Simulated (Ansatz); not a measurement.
**SiO2 (silicon dioxide molecule): r2SCAN0/STO-3G**

What is the electronic atomisation energy of SiO2 (silicon dioxide molecule) at r2SCAN0/STO-3G? 

Program for the calculation: Ansatz 0.2.0.

37 further runs of the same task are left out: 8 that didn't finish, 29 set aside as unsound or not needed.

## (1) Starting point

SiO2: 3 atoms, total charge 0, spin state singlet. SMILES: `O=[Si]=O`. The coordinates come from a GFN2-xTB relaxation.

Bond lengths: O1–Si2 1.491 Å, Si2–O3 1.491 Å. Angles: O1–Si2–O3 179.9°.

## (2) The energy at r2SCAN0/STO-3G

Contents of in.yaml:

```yaml
crystal:
  periodic: [false, false, false]
  atoms:
    - {symbol: O, position_ang: [0.691230, 1.217290, 0.513740]}
    - {symbol: Si, position_ang: [-0.000730, 0.000440, -0.000160]}
    - {symbol: O, position_ang: [-0.690510, -1.217740, -0.513580]}
basis:
  gaussian:
    orbitals: STO-3G
hamiltonian:
  xc: {name: r2SCAN0}
accuracy: high
```

Started as:

```console
$ ansatz run in.yaml --threads 1 --pin off --max-ram 2610MiB --events-out events.jsonl --progress --plain --runs-dir runs
```

Output:

```text
Warning: RAYON_NUM_THREADS=1 ignored (pool sized by the plan → 1); use --threads N
Functional definition: r2SCAN0
  name "r2SCAN0"
  parameter a = 0.25
  parameter k0 = 0.174
  parameter k1 = 0.065
  parameter a1 = 4.9479
  exchange = (1 - a)*r2scan_x(k0 = k0, k1 = k1, a1 = a1) + a*exact_x
  correlation = r2scan_c
324 factors; integrals over basis functions are off by at most 2.5e-8 eV
mean field evaluation 1: about -11810.4095 eV, gradient 4.4e1 eV
mean field evaluation 2: about -11798.8897 eV, gradient 7.2e1 eV
mean field evaluation 4: about -11817.8928 eV, gradient 1.5e-1 eV
mean field evaluation 8: about -11817.8941 eV, gradient 9.5e-4 eV
mean field evaluation 16: about -11817.8941 eV, gradient 3.2e-8 eV
mean field -11817.89413510 eV, -434.2995990085 hartree, gradient 3.2e-8 eV, S^2 0.000000; 0 other end points of the search recorded, 0 dependent functions left out
reference -11817.89413529 eV, -434.2995990155 hartree; 15, 15 occupied and 4, 4 virtual orbitals, 324 factors
Total energy: -11817.89413529 eV, -434.2995990155 hartree
```

Wall time 1.9 s (1 thread of AMD EPYC 7R43 (Zen 3), shared host); peak memory 0.14 GiB.

## (3) The O atom

Contents of in.yaml:

```yaml
crystal:
  periodic: [false, false, false]
  atoms:
    - {symbol: O, position_ang: [0.000000, 0.000000, 0.000000]}
basis:
  gaussian:
    orbitals: STO-3G
magnetization:
  spin_polarized: true
  initial_magnetization: 2
hamiltonian:
  xc: {name: r2SCAN0}
accuracy: high
```

Run the same way, it converges to -74.02298 Eh (log not shown).

## (4) The Si atom

Contents of in.yaml:

```yaml
crystal:
  periodic: [false, false, false]
  atoms:
    - {symbol: Si, position_ang: [0.000000, 0.000000, 0.000000]}
basis:
  gaussian: {orbitals: STO-3G}
magnetization: {spin_polarized: true, initial_magnetization: 2}
hamiltonian: {xc: {name: r2SCAN0}}
accuracy: high
```

Run the same way, it converges to -285.92557 Eh (log not shown).

## (5) What came out

Level: r2SCAN0/STO-3G.

| quantity | value |
| --- | --- |
| molecule: total energy | -434.29960 Eh |
| O atom: total energy | -74.02298 Eh |
| O atom: ⟨S²⟩ | 2.000 |
| Si atom: total energy | -285.92557 Eh |
| Si atom: ⟨S²⟩ | 2.000 |
| electronic atomisation energy | 8.927 eV |

Taking the molecule apart into free atoms costs 8.93 eV (206 kcal/mol), before zero-point energy and without spin-orbit coupling. In a minimal basis such a difference can be off by several eV, whatever the method.
